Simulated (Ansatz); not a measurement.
# ZnWO4: the cost of one run

Program: Ansatz 0.2.0. Level of theory: DFT PBE, scalar-relativistic, plane waves, PAW. These are calculated values, not measurements.

## 1. The system as given

The cell holds 18 atoms (O12W3Zn3): a = 6.331 Å, b = 5.929 Å, c = 6.259 Å, α = 90.59°, β = 90.65°, γ = 87.54°.

It is the last frame of an earlier stage of the same melt, run at 2160 K.

Its coordinates follow in the input file.

## 2. Dynamics at 1200 K

One k point, a Fermi-Dirac width of 0.103 eV and a fixed cell.

input.yaml reads:

```yaml
crystal:
  lattice:
    - [6.329577, 0.131151, -0.035221]
    - [0.131151, 5.927615, -0.03123]
    - [-0.035221, -0.03123, 6.25905]
  atoms:
    - { symbol: W, position: [0.7607004823, 0.6713677363, 0.8210016453] }
    - { symbol: W, position: [0.6907779156, 0.6025623386, 0.2897594572] }
    - { symbol: W, position: [0.4098822244, 0.0114695946, 0.2288150174] }
    - { symbol: O, position: [0.631140926, 0.4983698516, 0.6063446015] }
    - { symbol: O, position: [0.2256270052, 0.0908835897, 0.0136726437] }
    - { symbol: O, position: [0.0954479314, 0.5775759105, 0.7223828949] }
    - { symbol: O, position: [0.9239847921, 0.6908547816, 0.4166986316] }
    - { symbol: O, position: [0.5842642714, 0.2848593113, 0.1367526564] }
    - { symbol: O, position: [0.3759209714, 0.5896655818, 0.2615814619] }
    - { symbol: O, position: [0.7200080332, 0.8942301659, 0.140165488] }
    - { symbol: O, position: [0.8826905144, 0.9151036932, 0.7431906717] }
    - { symbol: O, position: [0.2452463924, 0.1469036344, 0.4452146817] }
    - { symbol: O, position: [0.5522182134, 0.9031979216, 0.4867276211] }
    - { symbol: O, position: [0.4680895999, 0.6616296039, 0.8790499411] }
    - { symbol: O, position: [0.9207021621, 0.5291636822, 0.0866336406] }
    - { symbol: Zn, position: [0.2862473402, 0.4391065338, 0.9515653807] }
    - { symbol: Zn, position: [0.2160086188, 0.9204530621, 0.6847883811] }
    - { symbol: Zn, position: [0.1430630444, 0.4486941512, 0.4516986702] }
  symmetry: { detect: false }
basis:
  ecutwfc: 420
  xc_grid: 1
kpoints:
  mp_grid: { grid: [1, 1, 1], shift: [0.0, 0.0, 0.0] }
hamiltonian:
  xc: pbe
scf:
  occupations: { method: fermi_dirac, width: 0.1034 }
  lower_state_search: "off"
  convergence: { dr2_threshold: 1.0e-05 }
output:
  forces: true
  stress: true
md:
  timestep: 2.0
  n_steps: 250
  ensemble: nvt_langevin
  friction: 0.03
  temperature: 1200.0
  initial_velocities: maxwell_boltzmann
  seed: 38212
```

Launch:

```sh
> ansatz run input.yaml --threads 2 --pin off --max-ram 5120MiB --backend cpu --events-out ev --progress --plain --runs-dir out
```

What time and memory should one allow on 2 threads of Arm Neoverse V1, shared host?

About 3.6 min, with a peak of 0.38 GiB.
